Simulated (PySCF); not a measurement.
# BiH3(NH3): other functionals and bases at one geometry

One table from this session's results is given with a row withheld; the runs are named, their logs left out.

Method: several levels, as the steps say, no spin–orbit coupling; program: PySCF 2.14.0.

1 further run of the same task is left out (for a known fault of the program).

**The starting structure**

8 atoms, charge 0, spin multiplicity 1.

Bond lengths: Bi1–H2 1.803 Å, Bi1–H3 1.803 Å, Bi1–H4 1.803 Å, N5–H6 1.020 Å, N5–H7 1.020 Å, N5–H8 1.020 Å. Angles: H2–Bi1–H3 89.0°, H2–Bi1–H4 89.0°, H3–Bi1–H4 89.0°, H6–N5–H7 105.7°, H6–N5–H8 105.7°, H7–N5–H8 105.7°.

As a file:

| atom | x (Å) | y (Å) | z (Å) |
| --- | --- | --- | --- |
| Bi1 | 0.45420 | -0.45420 | 0.45420 |
| H2 | 1.66172 | 0.12531 | 1.66172 |
| H3 | -0.12531 | -1.66172 | 1.66172 |
| H4 | 1.66172 | -1.66172 | -0.12531 |
| N5 | -1.78230 | 1.78230 | -1.78230 |
| H6 | -2.39581 | 2.39581 | -1.24688 |
| H7 | -1.24688 | 2.39581 | -2.39581 |
| H8 | -2.39581 | 1.24688 | -2.39581 |

Formal oxidation states: Bi +3. An earlier session relaxed this geometry at PBE0, Bi def2-SVP with ECP60, H def2-SVP, N def2-SVP (singlet, point group C3v).

At PBE0 on the finer grid: E = -272.832105 Eh, HOMO -6.98 eV, LUMO 0.35 eV, Mulliken charge on Bi1 +0.23 e, largest force component 0.005 eV/Å. 

Levels to run: TPSS; PBE; PBE0, TZVP. Hardware: 2 threads of Intel Xeon at 2.50GHz (Skylake/Cascade Lake), shared host.

The first run:

The input, run.py (the lines that set the calculation):

```python
mol = gto.M(atom='''
Bi     0.45420    -0.45420     0.45420
H      1.66172     0.12531     1.66172
H     -0.12531    -1.66172     1.66172
H      1.66172    -1.66172    -0.12531
N     -1.78230     1.78230    -1.78230
H     -2.39581     2.39581    -1.24688
H     -1.24688     2.39581    -2.39581
H     -2.39581     1.24688    -2.39581''',
    basis={'Bi': 'def2-SVP', 'H': 'def2-SVP', 'N': 'def2-SVP'},
    ecp={'Bi': 'def2-SVP'},
    charge=0, spin=0)
mf = dft.RKS(mol, xc='TPSS')
mf.grids.atom_grid = (75, 302)
mf = mf.density_fit()  # fitting sets: Bi def2-universal-JKFIT, H def2-universal-JKFIT, N def2-universal-JKFIT
mf.conv_tol = 1e-08; mf.max_cycle = 55
mf.kernel(dm0)  # dm0: the density of the relaxed state
```

Started as:

```
> OMP_NUM_THREADS=2 python run.py
```

Steps of the session up to this table: TPSS; PBE; PBE0, TZVP.

One of the session's tables, all rows but one given; the rest of the session is left out.

```
              level  HOMO (eV)  gap (eV)  charge on Bi1 (e)  dipole (D)  largest force component (eV/Å)
PBE0 (relaxed here)      -6.98      7.33               0.23        3.60                            0.00
               TPSS      -5.83      5.51               0.28        3.71                            0.27
                PBE      -5.65      5.26               0.22        3.57                            0.31
         PBE0, TZVP          ?         ?                  ?           ?                               ?
```

**Question.** Estimate the row for PBE0, TZVP.

As computed: HOMO (eV): -7.16; gap (eV): 7.31; charge on Bi1 (e): 0.15; dipole (D): 3.62; largest force component (eV/Å): 0.26. In the column «HOMO (eV)» it is the lowest.

In one basis the HOMO–LUMO gap runs from 5.26 eV (PBE) to 7.33 eV (PBE0). The largest leftover force, 0.31 eV/Å with PBE, stands at a geometry relaxed at another level. Total energies of different levels can't be compared.
